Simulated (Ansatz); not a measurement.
# Mg3CdTe4: the cost of one run

Program: Ansatz 0.2.0. Level of theory: DFT PBE, scalar-relativistic, plane waves, PAW. These are calculated values, not measurements.

2 further runs of the same task are left out: 1 that didn't finish, 1 set aside as unsound or not needed.

### Step 1. Starting point

The structure is cubic, space group P-43m (No. 215). The conventional cell has a = 6.536 Å, b = 6.536 Å, c = 6.536 Å, α = 90.00°, β = 90.00°, γ = 90.00°. Around Mg (site symmetry -42m) lie 4 Te at 2.82 Å. Cd (site symmetry -43m) has 4 Te at 2.87 Å as nearest neighbours. Around Te (site symmetry 3m) lie 3 Mg at 2.82 Å and 1 Cd at 2.87 Å.

As a file:

```cif
data_structure
_symmetry_space_group_name_H-M 'P 1'
_symmetry_Int_Tables_number 1
_cell_length_a 6.5360
_cell_length_b 6.5360
_cell_length_c 6.5360
_cell_angle_alpha 90.000
_cell_angle_beta 90.000
_cell_angle_gamma 90.000
_cell_volume 279.21
loop_
_atom_site_label
_atom_site_type_symbol
_atom_site_fract_x
_atom_site_fract_y
_atom_site_fract_z
_atom_site_occupancy
Mg1 Mg 0.00000 0.00000 0.50000 1
Mg2 Mg 0.00000 0.50000 0.00000 1
Mg3 Mg 0.50000 0.00000 0.00000 1
Cd1 Cd 0.50000 0.50000 0.50000 1
Te1 Te 0.75313 0.75313 0.75313 1
Te2 Te 0.75313 0.24687 0.24687 1
Te3 Te 0.24687 0.75313 0.24687 1
Te4 Te 0.24687 0.24687 0.75313 1
```

It is the end of an earlier relaxation with the same method, from a generated guess; it is a trial structure. At a tolerance of 0.02 Å it has space group P-43m (No. 215); it has 34.90 Å³/atom, an uncorrected energy of -0.78 eV/atom over the elements and, on its mesh, gap 1.78 eV.

### Step 2. Point at V/V0 = 0.97

The input, input.yaml:

```yaml
crystal:
  lattice:
    - [6.4699541223, 0.0, 0.0]
    - [0.0, 6.4699541223, 0.0]
    - [0.0, 0.0, 6.4699541223]
  atoms:
    - { symbol: Mg, position: [0.0, 0.0, 0.5] }
    - { symbol: Mg, position: [0.0, 0.5, 0.0] }
    - { symbol: Mg, position: [0.5, 0.0, 0.0] }
    - { symbol: Cd, position: [0.5, 0.5, 0.5] }
    - { symbol: Te, position: [0.7531251698, 0.7531251698, 0.7531251698] }
    - { symbol: Te, position: [0.7531251698, 0.2468748302, 0.2468748302] }
    - { symbol: Te, position: [0.2468748302, 0.7531251698, 0.2468748302] }
    - { symbol: Te, position: [0.2468748302, 0.2468748302, 0.7531251698] }
basis:
  ecutwfc: 420
kpoints:
  mp_grid: { grid: [4, 4, 4] }
hamiltonian:
  xc: pbe
scf:
  occupations: { method: gaussian, width: 0.02 }
output:
  forces: true
  stress: true
  eigenvalues: true
relax:
  adjacent_minimum: "off"
  f_tol: 0.01
  max_steps: 30
```

The run is started by

```console
> ansatz run input.yaml --threads 1 --pin off --max-ram 2560MiB --backend cpu --events-out ev --progress --plain --runs-dir out
```

Q: Estimate wall time and peak memory on 1 thread of Intel Xeon at 2.50GHz (Skylake/Cascade Lake), shared host.

About 2 min, with a peak of 0.55 GiB.
